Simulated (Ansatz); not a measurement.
# C2H6B2F4: up Jacob's ladder to CCSD(T)

The task here is to estimate one member of a computed series from the others.

The runs use Ansatz 0.2.0, Gaussian basis; functionals in def2-TZVPP, the program's frozen cores in correlated methods.

Levels to be run: LDA (SPW92), PBE-D4, revPBE-D4, BLYP-D4, r2SCAN-D4, B97M-V, PBE0-D4, B3LYP-D4, r2SCANh-D4, r2SCAN0-D4, HSE06-D4, BHLYP-D4, CAM-B3LYP-D4, LC-ωPBE, ωB97X-V, ωB97M-V, B2PLYP, PBE-QIDH; CCSD(T)/def2-SVP; MP2/def2-TZVPP; MP2/def2-QZVPP; RPA on PBE.

## The geometry

An earlier PBE0-D4 in a triple-zeta def2 set relaxation fixed the geometry.

SMILES `C[B@-]1(F)[F+][B@-](C)(F)[F+]1`, 14 atoms, charge 0, spin multiplicity 1.

Atoms are counted from 1 here; the program's logs count them from 0.

Bond lengths: C1–B2 1.556 Å, C1–H9 1.091 Å, C1–H10 1.093 Å, C1–H11 1.093 Å, B2–F3 1.329 Å, B2–F4 1.556 Å, B2–F8 1.558 Å, F4–B5 1.558 Å, B5–C6 1.556 Å, B5–F7 1.329 Å, B5–F8 1.556 Å, C6–H12 1.093 Å, C6–H13 1.091 Å, C6–H14 1.093 Å. Angles: B2–C1–H9 112.4°, B2–C1–H10 110.2°, B2–C1–H11 110.2°, H9–C1–H10 108.3°, H9–C1–H11 108.3°, H10–C1–H11 107.3°, C1–B2–F3 122.5°, C1–B2–F4 113.1°, C1–B2–F8 113.0°, F3–B2–F4 107.9°, F3–B2–F8 107.8°, F4–B2–F8 86.6°, B2–F4–B5 93.4°, F4–B5–C6 113.1°, F4–B5–F7 107.8°, F4–B5–F8 86.6°, C6–B5–F7 122.5°, C6–B5–F8 113.1° and more.

Set-up of the first run:

The input, in.yaml:

```yaml
crystal:
  periodic: [false, false, false]
  atoms:
    - {symbol: C, position_ang: [0.122312, -2.353502, 0.227135]}
    - {symbol: B, position_ang: [0.671529, -0.899382, 0.159879]}
    - {symbol: F, position_ang: [1.964059, -0.616308, 0.288736]}
    - {symbol: F, position_ang: [0.126080, -0.095737, -1.055823]}
    - {symbol: B, position_ang: [-0.671259, 0.899276, -0.160253]}
    - {symbol: C, position_ang: [-0.122490, 2.353587, -0.227072]}
    - {symbol: F, position_ang: [-1.963690, 0.615839, -0.289288]}
    - {symbol: F, position_ang: [-0.125609, 0.095802, 1.055413]}
    - {symbol: H, position_ang: [-0.960717, -2.394626, 0.101431]}
    - {symbol: H, position_ang: [0.581860, -2.966949, -0.552087]}
    - {symbol: H, position_ang: [0.373865, -2.808039, 1.188785]}
    - {symbol: H, position_ang: [-0.578943, 2.965352, 0.555328]}
    - {symbol: H, position_ang: [0.961013, 2.394599, -0.105464]}
    - {symbol: H, position_ang: [-0.378009, 2.810106, -1.186712]}
basis:
  gaussian: {orbitals: def2-TZVPP}
hamiltonian: {xc: lda}
output: {orbitals: {seedname: orbitals}}
```

Started as:

```sh
> ansatz run in.yaml --threads 4 --pin off --events-out ev --progress --plain --max-ram 11315MiB
```

Among the steps run: LDA; PBE-D4 (GGA); revPBE-D4 (GGA); BLYP-D4 (GGA); r2SCAN-D4 (meta-GGA); B97M-V (meta-GGA); PBE0-D4 (hybrid); B3LYP-D4 (hybrid); r2SCANh-D4 (hybrid); r2SCAN0-D4 (hybrid); HSE06-D4 (hybrid); BHLYP-D4 (hybrid); CAM-B3LYP-D4 (range-separated); LC-ωPBE (range-separated); ωB97X-V (range-separated); ωB97M-V (range-separated); B2PLYP (double hybrid); PBE-QIDH (double hybrid).

One table of the session follows, with a row left open; its other results are not shown here.

It belongs to the step «Frontier levels by functional». 

| functional | HOMO (eV) | LUMO (eV) | gap (eV) |
| --- | --- | --- | --- |
| LDA (SPW92) | -8.36 | 0.06 | 8.42 |
| PBE-D4 | -8.21 | 0.17 | 8.37 |
| revPBE-D4 | -8.14 | 0.22 | 8.36 |
| BLYP-D4 | -8.14 | 0.13 | 8.27 |
| r2SCAN-D4 | -8.59 | 0.98 | 9.57 |
| B97M-V | -8.73 | 0.34 | 9.07 |
| PBE0-D4 | ? | ? | ? |
| B3LYP-D4 | -9.60 | 0.57 | 10.17 |
| r2SCANh-D4 | -9.18 | 1.18 | 10.36 |
| r2SCAN0-D4 | -10.07 | 1.46 | 11.53 |
| HSE06-D4 | -9.41 | 0.56 | 9.97 |
| BHLYP-D4 | -11.39 | 1.41 | 12.80 |
| CAM-B3LYP-D4 | -11.32 | 1.57 | 12.89 |
| LC-ωPBE | -12.65 | 2.84 | 15.49 |
| ωB97X-V | -12.30 | 2.64 | 14.94 |
| ωB97M-V | -12.17 | 2.09 | 14.27 |

Estimate the missing values for PBE0-D4.

The run gave: HOMO (eV): -9.82; LUMO (eV): 0.92; gap (eV): 10.74. In the column «HOMO (eV)» it lies between r2SCAN0-D4 (-10.07) and B3LYP-D4 (-9.60).
